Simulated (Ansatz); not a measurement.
CH₅ClSi, SMILES [SiH3]CCl: an atomisation energy, run with Ansatz 0.2.0 through its Python package.

The script, `ch5clsi.py`:
```python
# -*- coding: utf-8 -*-
'''Atomisation energy of CH5ClSi at the given geometry.'''

from collections import Counter

import ansatz as az

BASIS = 'aug-cc-pVDZ'
XC = 'B3LYP'


def total_energy(molecule, charge=0, unpaired=0):
    calc = molecule.calculation().basis(gaussian=BASIS).functional(XC)
    if charge:
        calc = calc.charge(charge)
    if unpaired:
        calc = calc.spin('collinear', total=unpaired)
    return calc.run().report['free_energy_ev']

system = (
    az.Crystal.molecule()
    .atom('Si', (-0.7932, 0.252, -0.1373))
    .atom('C', (0.9089, -0.2267, 0.0352))
    .atom('Cl', (1.0131, -1.4667, 1.2864))
    .atom('H', (-1.6397, -0.8265, -0.5585))
    .atom('H', (-0.9515, 1.33, -1.2235))
    .atom('H', (-1.3774, 0.9026, 1.1053))
    .atom('H', (1.5833, 0.6126, 0.3317))
    .atom('H', (1.3487, -0.6345, -0.8951))
)

# unpaired electrons of the ground-state atoms
unpaired = {'Si': 2, 'C': 2, 'Cl': 1, 'H': 1}
counts = Counter(site.symbol for site in system.cartesian_sites)
atom_energy = {s: total_energy(az.Crystal.molecule().atom(s, (0, 0, 0)), 0, unpaired[s]) for s in counts}
whole = total_energy(system, 0, 0)
for s, e in atom_energy.items():
    print(f'{s:2s} x{counts[s]}  {e:14.5f} eV')
print(f'CH5ClSi: {whole:.5f} eV')
split = sum(counts[s] * e for s, e in atom_energy.items()) - whole
print(f'atomisation energy (no zero-point term): {23.060548 * split:.1f} kcal/mol, {split / sum(counts.values()):.3f} eV an atom')
```

What does it cost to take this molecule apart into atoms?

575.6 kcal/mol from the electronic energies, without the zero-point term.

What the script printed:

Output of `python ch5clsi.py`:
```text
Si x1     -7874.69875 eV
C  x1     -1030.06513 eV
Cl x1    -12521.63161 eV
H  x5       -13.65079 eV
CH5ClSi: -21519.60781 eV
atomisation energy (no zero-point term): 575.6 kcal/mol, 3.120 eV an atom
```

What to keep in mind:
- Total energies depend on the basis set; only differences at equal settings carry meaning.
- The geometry is a force-field or estimated start, not a minimum of this method, and the basis set is short of its limit. All parts are taken at fixed geometry, without zero-point energy.
- b3lyp holds the VWN-RPA fit, as in Gaussian; the form of ORCA and Turbomole is b3lyp5.
- For Al to Cl the sets with a tight d function, cc-pV(X+d)Z, are usual.
- The whole script took 3.9 s on 1 thread of Intel(R) Xeon(R) Processor @ 2.30GHz (shared host), peak memory 0.32 GiB.
